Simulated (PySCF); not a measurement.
# C6H18BN3: the cost of one run

Computed with PySCF 2.14.0, with density-fitted response routines of our own, on a single molecule, in the gas phase or a continuum. Atoms are numbered from 0 throughout.

## Step 1: The starting structure

28 atoms, charge 0, multiplicity 1; geometry from: GFN2-xTB. The atoms were then displaced at random by about 0.01 Å, so the start is not that level's minimum.

Bonds of the start (Å): C0–N1 1.45, N1–C2 1.44, N1–B3 1.40, B3–N4 1.47, N4–C5 1.43, N4–C6 1.44, B3–N7 1.43, N7–C8 1.45, N7–C9 1.44, C0–H10 1.07, C0–H11 1.11, C0–H12 1.06, C2–H13 1.09, C2–H14 1.12, C2–H15 1.07, C5–H16 1.09, C5–H17 1.08, C5–H18 1.09, C6–H19 1.12, C6–H20 1.10, C6–H21 1.07, C8–H22 1.07, C8–H23 1.08, C8–H24 1.10, C9–H25 1.09, C9–H26 1.10, C9–H27 1.11.

## Step 2: Optimising the geometry at PBE0-D3(BJ)/def2-SVP

Job settings and geometry (Å):

```
{"job": {"xc": "PBE0", "basis": "def2-SVP", "d3": "d3bj", "grid": 1, "shake": 0.01, "kind": "geom"}, "charge": 0, "multiplicity": 1}
C      2.523120     0.040970    -0.636150
N      1.278360    -0.630020    -0.306600
C      1.495190    -2.021490    -0.028990
B      0.030920     0.001110    -0.261290
N     -1.175900    -0.751390    -0.616840
C     -1.200160    -1.795430    -1.589720
C     -2.463560    -0.524480    -0.024960
N     -0.098870     1.374720     0.132950
C      0.752220     2.007030     1.118150
C     -1.109680     2.277290    -0.364320
H      2.981850    -0.424970    -1.485750
H      2.287630     1.094290    -0.907060
H      3.190340     0.074670     0.183230
H      1.898560    -2.552560    -0.885100
H      2.242900    -2.133480     0.792430
H      0.588980    -2.477040     0.300400
H     -1.467140    -2.755960    -1.144370
H     -0.232030    -1.882160    -2.053610
H     -1.941170    -1.583790    -2.362660
H     -3.228210    -0.179000    -0.769070
H     -2.872080    -1.454610     0.401280
H     -2.397290     0.200440     0.753860
H      1.446190     1.281270     1.493180
H      0.158150     2.431470     1.914670
H      1.349390     2.809360     0.655540
H     -1.698700     1.807850    -1.152000
H     -1.790900     2.614730     0.430410
H     -0.612370     3.170880    -0.797580
```

Run with:

```console
$ OMP_NUM_THREADS=1 python probes_run.py task.json out
```

One launch serves the whole session: the jobs run in the order shown.

**Question.** How long does this first job take on 1 thread of AMD EPYC 7R43, shared host, and how much memory does it need?

About 4.5 min, with a peak of 0.95 GiB.
